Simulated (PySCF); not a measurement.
# SeH₂: a ladder of methods

Aim: at the PBE0 minimum of singlet SeH₂, found before, compare methods on energies and levels.

Computed with PySCF 2.14.0. Level: several methods, basis Se def2-TZVP, H def2-TZVP, no relativity, density fitting.

## (1) Where the work starts

3 atoms, charge 0, spin multiplicity 1.

Bond lengths: Se1–H2 1.467 Å, Se1–H3 1.467 Å. Angles: H2–Se1–H3 91.2°.

Coordinates in bohr (charge 0 multiplicity 1):
```
Se    0.0000    0.0000   -0.0477
H     1.9801    0.0000    1.8920
H    -1.9801    0.0000    1.8920
```

## (2) PBE0

The steps are one call of a driver around PySCF; scf.py gives each level's set-up. Each SCF starts from the density of the minimum. The driver also runs the species with one electron less or more at the same geometry (one less: multiplicity 2); their logs are not shown.

File scf.py:

```python
from pyscf import gto, scf, dft
mol = gto.M(atom='''
Se     0.000000     0.000000    -0.025252
H      1.047822    -0.000000     1.001203
H     -1.047822     0.000000     1.001203''',
    basis={'Se': 'def2-TZVP', 'H': 'def2-TZVP'},
    charge=0, spin=0)
mf = dft.RKS(mol, xc='PBE0')
mf.grids.atom_grid = (99, 590)
aux = {'Se': 'def2-universal-JKFIT', 'H': 'def2-universal-JKFIT'}
mf = mf.density_fit(auxbasis=aux)
mf.kernel()
```

What it wrote:

```text
init E= -2402.46198587417
  HOMO = -0.261000309563443  LUMO = 0.00344358784308252  gap/eV = 7.19588
cycle= 1 E= -2402.46198587416  delta_E= 3.18e-12  |g|= 7.01e-07  |ddm|= 2.34e-06
  HOMO = -0.261000483818531  LUMO = 0.00344357400499895  gap/eV = 7.19589
Extra cycle  E= -2402.46198587417  delta_E= -9.55e-12  |g|= 7.82e-07  |ddm|= 1.49e-06
converged SCF energy = -2402.46198587417
```

This level, with the species of one electron less or more, needed 0.7 s of wall time on 4 threads, shared host.

```
energy                        : -2402.461986 Eh
one electron less (charge +1) : -2402.102731 Eh (doublet, ⟨S²⟩ 0.75)
Mulliken charge of Se1        : -0.29 e
```

## (3) CCSD(T)

scf.py, as its differences from that of step 2:

```diff
@@ -8,2 +8 @@
-mf = dft.RKS(mol, xc='PBE0')
-mf.grids.atom_grid = (99, 590)
+mf = scf.RHF(mol)
@@ -12,0 +12,3 @@
+from pyscf import cc
+mycc = cc.CCSD(mf, frozen=9).run()
+mycc.ccsd_t()
```

What it wrote:

```text
init E= -2400.99381269894
  HOMO = -0.351826848954642  LUMO = 0.125403710432863  gap/eV = 12.98610
cycle= 1 E= -2401.0026838719  delta_E= -0.00887  |g|= 0.0727  |ddm|= 0.152
  HOMO = -0.357510393409982  LUMO = 0.123171901199444  gap/eV = 13.08003
cycle= 2 E= -2401.00318088918  delta_E= -0.000497  |g|= 0.031  |ddm|= 0.0589
  HOMO = -0.35921036452075  LUMO = 0.122883021264684  gap/eV = 13.11843
cycle= 3 E= -2401.0032648805  delta_E= -8.4e-05  |g|= 0.00525  |ddm|= 0.0137
  HOMO = -0.358744413914994  LUMO = 0.12358576701815  gap/eV = 13.12487
cycle= 4 E= -2401.00327772277  delta_E= -1.28e-05  |g|= 0.00101  |ddm|= 0.00746
  HOMO = -0.359000540272639  LUMO = 0.123572821986506  gap/eV = 13.13149
cycle= 5 E= -2401.00327842206  delta_E= -6.99e-07  |g|= 0.000213  |ddm|= 0.00168
  HOMO = -0.358952402957273  LUMO = 0.123617238772249  gap/eV = 13.13139
cycle= 6 E= -2401.00327845368  delta_E= -3.16e-08  |g|= 3.91e-05  |ddm|= 0.000369
  HOMO = -0.358957956418731  LUMO = 0.123615371126803  gap/eV = 13.13149
cycle= 7 E= -2401.00327845462  delta_E= -9.37e-10  |g|= 7.1e-06  |ddm|= 8.74e-05
  HOMO = -0.358960304157465  LUMO = 0.123614224668311  gap/eV = 13.13152
Extra cycle  E= -2401.00327845465  delta_E= -3.46e-11  |g|= 2.85e-06  |ddm|= 1.39e-05
converged SCF energy = -2401.00327845465
CCSD nocc = 9, nmo = 51
Init t2, MP2 energy = -2401.28222569337  E_corr(MP2) -0.278947238717419
RCCSD converged
E(RCCSD) = -2401.29740604431  E_corr = -0.294127589656638
RCCSD(T) correction = -0.00918731133429002
```

This level, with the species of one electron less or more, took 7.7 s.

```
energy                                                              : -2401.306593 Eh
one electron less (charge +1)                                       : -2400.949465 Eh (doublet, ⟨S²⟩ 0.76)
MP2 correlation in its own fitting basis (same spin, opposite spin) : -0.27922 Eh (-0.07779, -0.20143)
CCSD, (T)                                                           : -0.29413, -0.00919 Eh; T1 0.008, D1 0.022
```

## (4) HF

scf.py, as its differences from that of step 3:

```diff
@@ -12,3 +11,0 @@
-from pyscf import cc
-mycc = cc.CCSD(mf, frozen=9).run()
-mycc.ccsd_t()
```

The SCF cycles repeat those of step 3.

This level, with the species of one electron less or more, took under 0.5 s.

- energy: -2401.003278 Eh
- one electron less (charge +1): -2400.682289 Eh (doublet, ⟨S²⟩ 0.76)
- Mulliken charge of Se1: -0.25 e

## (5) PBE

scf.py, as its differences from that of step 4:

```diff
@@ -8 +8,2 @@
-mf = scf.RHF(mol)
+mf = dft.RKS(mol, xc='PBE')
+mf.grids.atom_grid = (99, 590)
```

What it wrote:

```text
init E= -2402.38158922344
  HOMO = -0.215599636640592  LUMO = -0.0296225278527116  gap/eV = 5.06069
cycle= 1 E= -2402.38269557733  delta_E= -0.00111  |g|= 0.0649  |ddm|= 0.091
  HOMO = -0.219489975889068  LUMO = -0.0317014799288433  gap/eV = 5.10999
cycle= 2 E= -2402.38262403088  delta_E= 7.15e-05  |g|= 0.0655  |ddm|= 0.0517
  HOMO = -0.216340346817439  LUMO = -0.0300636098442668  gap/eV = 5.06885
cycle= 3 E= -2402.38293797521  delta_E= -0.000314  |g|= 0.0058  |ddm|= 0.0344
  HOMO = -0.217195635998641  LUMO = -0.0305008061282761  gap/eV = 5.08023
cycle= 4 E= -2402.38294835481  delta_E= -1.04e-05  |g|= 0.000646  |ddm|= 0.00702
  HOMO = -0.217223890410342  LUMO = -0.0305294571756614  gap/eV = 5.08021
cycle= 5 E= -2402.38294850497  delta_E= -1.5e-07  |g|= 0.000109  |ddm|= 0.000626
  HOMO = -0.217200587604177  LUMO = -0.0305195506200375  gap/eV = 5.07985
cycle= 6 E= -2402.3829485088  delta_E= -3.83e-09  |g|= 5.39e-06  |ddm|= 0.000132
  HOMO = -0.217200245025382  LUMO = -0.0305184576020192  gap/eV = 5.07987
cycle= 7 E= -2402.38294850881  delta_E= -9.55e-12  |g|= 4.91e-07  |ddm|= 8.28e-06
  HOMO = -0.217200465885688  LUMO = -0.0305186764022478  gap/eV = 5.07987
Extra cycle  E= -2402.38294850881  delta_E= 4.55e-13  |g|= 2.94e-07  |ddm|= 1.01e-06
converged SCF energy = -2402.38294850881
```

This level, with the species of one electron less or more, took 1.8 s.

| Quantity | Value |
| --- | --- |
| energy | -2402.382949 Eh |
| one electron less (charge +1) | -2402.023818 Eh (doublet, ⟨S²⟩ 0.75) |
| Mulliken charge of Se1 | -0.27 e |

## (6) r2SCAN

scf.py, as its differences from that of step 5:

```diff
@@ -8 +8 @@
-mf = dft.RKS(mol, xc='PBE')
+mf = dft.RKS(mol, xc='R2SCAN')
```

What it wrote:

```text
init E= -2402.73437837902
  HOMO = -0.229028359824878  LUMO = -0.0208150768160094  gap/eV = 5.66577
cycle= 1 E= -2402.7349863959  delta_E= -0.000608  |g|= 0.00632  |ddm|= 0.0594
  HOMO = -0.226947137496748  LUMO = -0.019505977920649  gap/eV = 5.64476
cycle= 2 E= -2402.73498487502  delta_E= 1.52e-06  |g|= 0.00553  |ddm|= 0.0122
  HOMO = -0.227670637452609  LUMO = -0.0198862513431379  gap/eV = 5.65410
cycle= 3 E= -2402.73499568882  delta_E= -1.08e-05  |g|= 0.00172  |ddm|= 0.00679
  HOMO = -0.22760319135056  LUMO = -0.0198590829039871  gap/eV = 5.65301
cycle= 4 E= -2402.73499618814  delta_E= -4.99e-07  |g|= 0.000117  |ddm|= 0.00112
  HOMO = -0.227635624765697  LUMO = -0.0198834086136186  gap/eV = 5.65323
cycle= 5 E= -2402.73499618957  delta_E= -1.42e-09  |g|= 5.3e-05  |ddm|= 0.000148
  HOMO = -0.22762610965597  LUMO = -0.0198778339888364  gap/eV = 5.65312
cycle= 6 E= -2402.73499619023  delta_E= -6.61e-10  |g|= 2.05e-06  |ddm|= 5.27e-05
  HOMO = -0.227626399766732  LUMO = -0.0198776934460279  gap/eV = 5.65313
Extra cycle  E= -2402.73499619022  delta_E= 8.64e-12  |g|= 2.27e-06  |ddm|= 5.6e-06
converged SCF energy = -2402.73499619022
```

This level, with the species of one electron less or more, needed 2.6 s of wall time on 4 threads, shared host.

```
energy                        : -2402.734996 Eh
one electron less (charge +1) : -2402.375369 Eh (doublet, ⟨S²⟩ 0.76)
Mulliken charge of Se1        : -0.28 e
```

## (7) B3LYP

scf.py, as its differences from that of step 6:

```diff
@@ -8 +8 @@
-mf = dft.RKS(mol, xc='R2SCAN')
+mf = dft.RKS(mol, xc='B3LYP')
```

What it wrote:

```text
init E= -2402.78844992217
  HOMO = -0.249911019013016  LUMO = -0.00603737839233442  gap/eV = 6.63614
cycle= 1 E= -2402.78921460104  delta_E= -0.000765  |g|= 0.0253  |ddm|= 0.113
  HOMO = -0.253582072809956  LUMO = -0.00781654105639706  gap/eV = 6.68762
cycle= 2 E= -2402.78920938616  delta_E= 5.21e-06  |g|= 0.0244  |ddm|= 0.0256
  HOMO = -0.251917140397039  LUMO = -0.00706168580088029  gap/eV = 6.66286
cycle= 3 E= -2402.78926439374  delta_E= -5.5e-05  |g|= 0.00131  |ddm|= 0.0141
  HOMO = -0.25219960981659  LUMO = -0.00726312385856875  gap/eV = 6.66506
cycle= 4 E= -2402.78926482585  delta_E= -4.32e-07  |g|= 0.000264  |ddm|= 0.00172
  HOMO = -0.252182727883713  LUMO = -0.00726741792434638  gap/eV = 6.66449
cycle= 5 E= -2402.78926485155  delta_E= -2.57e-08  |g|= 4.35e-05  |ddm|= 0.000305
  HOMO = -0.25217558197446  LUMO = -0.0072610389711123  gap/eV = 6.66446
cycle= 6 E= -2402.7892648522  delta_E= -6.5e-10  |g|= 8.4e-06  |ddm|= 4.58e-05
  HOMO = -0.2521787490146  LUMO = -0.00726224630374173  gap/eV = 6.66452
Extra cycle  E= -2402.78926485221  delta_E= -7.73e-12  |g|= 8.34e-06  |ddm|= 1.74e-05
converged SCF energy = -2402.78926485221
```

This level, with the species of one electron less or more, took 1.5 s.

* energy: -2402.789265 Eh
* one electron less (charge +1): -2402.426814 Eh (doublet, ⟨S²⟩ 0.75)
* Mulliken charge of Se1: -0.24 e

## (8) TPSSh

scf.py, as its differences from that of step 7:

```diff
@@ -8 +8 @@
-mf = dft.RKS(mol, xc='B3LYP')
+mf = dft.RKS(mol, xc='TPSSH')
```

What it wrote:

```text
init E= -2402.68370916295
  HOMO = -0.238124139824611  LUMO = -0.013543067453889  gap/eV = 6.11116
cycle= 1 E= -2402.68404744491  delta_E= -0.000338  |g|= 0.0528  |ddm|= 0.0562
  HOMO = -0.241197749386348  LUMO = -0.0141935713605239  gap/eV = 6.17710
cycle= 2 E= -2402.68401268415  delta_E= 3.48e-05  |g|= 0.0524  |ddm|= 0.0466
  HOMO = -0.237995459449981  LUMO = -0.0125707464973619  gap/eV = 6.13412
cycle= 3 E= -2402.68424144578  delta_E= -0.000229  |g|= 0.00268  |ddm|= 0.028
  HOMO = -0.238472609253031  LUMO = -0.0128710835917918  gap/eV = 6.13893
cycle= 4 E= -2402.6842436758  delta_E= -2.23e-06  |g|= 0.00031  |ddm|= 0.00319
  HOMO = -0.238509283126585  LUMO = -0.0129126458650948  gap/eV = 6.13880
cycle= 5 E= -2402.68424371069  delta_E= -3.49e-08  |g|= 6.17e-05  |ddm|= 0.000323
  HOMO = -0.238497903099701  LUMO = -0.0129076463001709  gap/eV = 6.13862
cycle= 6 E= -2402.68424371176  delta_E= -1.08e-09  |g|= 5.67e-06  |ddm|= 6.76e-05
  HOMO = -0.238498633684721  LUMO = -0.0129073074771737  gap/eV = 6.13865
cycle= 7 E= -2402.68424371176  delta_E= -1.82e-12  |g|= 2.53e-07  |ddm|= 6.1e-06
  HOMO = -0.238498560974872  LUMO = -0.0129073037925158  gap/eV = 6.13865
Extra cycle  E= -2402.68424371177  delta_E= -5e-12  |g|= 1.54e-07  |ddm|= 3.99e-07
converged SCF energy = -2402.68424371177
```

This level, with the species of one electron less or more, took 2.6 s.

- energy: -2402.684244 Eh
- one electron less (charge +1): -2402.324567 Eh (doublet, ⟨S²⟩ 0.75)
- Mulliken charge of Se1: -0.27 e

## (9) r2SCAN0

scf.py, as its differences from that of step 8:

```diff
@@ -8 +8 @@
-mf = dft.RKS(mol, xc='TPSSH')
+mf = dft.RKS(mol, xc='HYB_MGGA_XC_R2SCAN0')
```

What it wrote:

```text
init E= -2402.72726112438
  HOMO = -0.269044348925719  LUMO = 0.00933831479252678  gap/eV = 7.57518
cycle= 1 E= -2402.72747802176  delta_E= -0.000217  |g|= 0.0317  |ddm|= 0.0434
  HOMO = -0.266424139539193  LUMO = 0.0108663080349798  gap/eV = 7.54546
cycle= 2 E= -2402.72748779711  delta_E= -9.78e-06  |g|= 0.0271  |ddm|= 0.0253
  HOMO = -0.268002211801808  LUMO = 0.0100212785860441  gap/eV = 7.56540
cycle= 3 E= -2402.72754476573  delta_E= -5.7e-05  |g|= 0.00113  |ddm|= 0.0132
  HOMO = -0.26773138579106  LUMO = 0.010186186904801  gap/eV = 7.56252
cycle= 4 E= -2402.72754513068  delta_E= -3.65e-07  |g|= 0.000113  |ddm|= 0.00135
  HOMO = -0.267717501603358  LUMO = 0.0102034782978615  gap/eV = 7.56262
cycle= 5 E= -2402.7275451348  delta_E= -4.12e-09  |g|= 4.63e-05  |ddm|= 0.000164
  HOMO = -0.267721933384922  LUMO = 0.0102014998849986  gap/eV = 7.56268
cycle= 6 E= -2402.72754513545  delta_E= -6.5e-10  |g|= 2.27e-06  |ddm|= 3.89e-05
  HOMO = -0.26772114847074  LUMO = 0.0102017591178614  gap/eV = 7.56267
Extra cycle  E= -2402.72754513546  delta_E= -1.27e-11  |g|= 1.86e-06  |ddm|= 4.7e-06
converged SCF energy = -2402.72754513546
```

This level, with the species of one electron less or more, took 2.6 s.

```
energy                        : -2402.727545 Eh
one electron less (charge +1) : -2402.368389 Eh (doublet, ⟨S²⟩ 0.76)
Mulliken charge of Se1        : -0.29 e
```

## (10) B97-3

scf.py, as its differences from that of step 9:

```diff
@@ -8 +8 @@
-mf = dft.RKS(mol, xc='HYB_MGGA_XC_R2SCAN0')
+mf = dft.RKS(mol, xc='HYB_GGA_XC_B97_3')
```

What it wrote:

```text
init E= -2402.54387082878
  HOMO = -0.260906022074577  LUMO = 0.00869390850134621  gap/eV = 7.33619
cycle= 1 E= -2402.54408970293  delta_E= -0.000219  |g|= 0.0214  |ddm|= 0.0428
  HOMO = -0.263039939625016  LUMO = 0.00812826423090574  gap/eV = 7.37886
cycle= 2 E= -2402.54411380811  delta_E= -2.41e-05  |g|= 0.0128  |ddm|= 0.0186
  HOMO = -0.262285675617952  LUMO = 0.00845880083655004  gap/eV = 7.36733
cycle= 3 E= -2402.54412887123  delta_E= -1.51e-05  |g|= 0.000758  |ddm|= 0.00683
  HOMO = -0.262185883438545  LUMO = 0.0085096717257569  gap/eV = 7.36600
cycle= 4 E= -2402.54412903136  delta_E= -1.6e-07  |g|= 7.75e-05  |ddm|= 0.000677
  HOMO = -0.262186736915933  LUMO = 0.00850732097286411  gap/eV = 7.36596
cycle= 5 E= -2402.54412903302  delta_E= -1.66e-09  |g|= 3.45e-05  |ddm|= 0.000105
  HOMO = -0.262192317026382  LUMO = 0.00850510627846113  gap/eV = 7.36605
cycle= 6 E= -2402.54412903332  delta_E= -3.06e-10  |g|= 2.96e-06  |ddm|= 3.48e-05
  HOMO = -0.262191131546504  LUMO = 0.00850626365002238  gap/eV = 7.36605
Extra cycle  E= -2402.54412903332  delta_E= 7.28e-12  |g|= 2.79e-06  |ddm|= 6.17e-06
converged SCF energy = -2402.54412903332
```

This level, with the species of one electron less or more, needed 1.5 s of wall time on 4 threads, shared host.

| Property | Result |
| --- | --- |
| energy | -2402.544129 Eh |
| one electron less (charge +1) | -2402.185500 Eh (doublet, ⟨S²⟩ 0.75) |
| Mulliken charge of Se1 | -0.25 e |

## (11) The ladder

| level | atomisation energy (kJ/mol) | vertical ionisation energy (eV) | −ε(HOMO) (eV) | gap (eV) | dipole (D) | wall time |
| --- | --- | --- | --- | --- | --- | --- |
| PBE0 | 669 | 9.78 | 7.10 | 7.20 | 0.79 | 0.7 s |
| CCSD(T) | 653 | 9.72 | – | – | – | 7.7 s |
| HF | 463 | 8.73 | 9.77 | 13.13 | 0.82 | under 0.5 s |
| PBE | 679 | 9.77 | 5.91 | 5.08 | 0.74 | 1.8 s |
| r2SCAN | 682 | 9.79 | 6.19 | 5.65 | 0.81 | 2.6 s |
| B3LYP | 681 | 9.86 | 6.86 | 6.66 | 0.72 | 1.5 s |
| TPSSh | 695 | 9.79 | 6.49 | 6.14 | 0.75 | 2.6 s |
| r2SCAN0 | 671 | 9.77 | 7.29 | 7.56 | 0.82 | 2.6 s |
| B97-3 | 670 | 9.76 | 7.13 | 7.37 | 0.76 | 1.5 s |

Times are for 4 threads, shared host; PBE0 starts from its own converged density, so its time is not comparable. A dash stands where a species or a free atom was not run at that level, or the quantity is not defined.

Atomisation goes to high-spin atoms in their ground configurations, run at the same level, without zero-point energy.

## (12) What came out

| quantity | value |
| --- | --- |
| atomisation energy, CCSD(T) in this basis | 653 kJ/mol |
| vertical ionisation energy, CCSD(T) | 9.72 eV |
| orbital gap, range | 5.08 (PBE) to 13.13 (HF) eV |
| T1, D1 | 0.008, 0.022 |
| T1, D1 of the cation | 0.009, 0.030 |

What this shows: In atomisation energy the functionals lie from +16 kJ/mol (PBE0) to +42 kJ/mol (TPSSh) against CCSD(T). In a basis of this size CCSD(T) binds too weakly, often by tens of kJ/mol, while functionals are nearer their limits, so this ranks no functional. HF lacks the correlation that pairing electrons in bonds brings, so it binds too weakly, by 190 kJ/mol even against this CCSD(T). For the vertical ionisation energy, B97-3 comes nearest to CCSD(T) (+0.04 eV) and HF is farthest (-0.98 eV). CCSD(T) took 7.7 s, about 5 times as long as B97-3 (1.5 s), which misses it by 0.04 eV. The PBE orbital energy is a poor guide to ionisation (5.9 eV, 3.8 eV too small); the difference of PBE energies gives 9.8 eV.
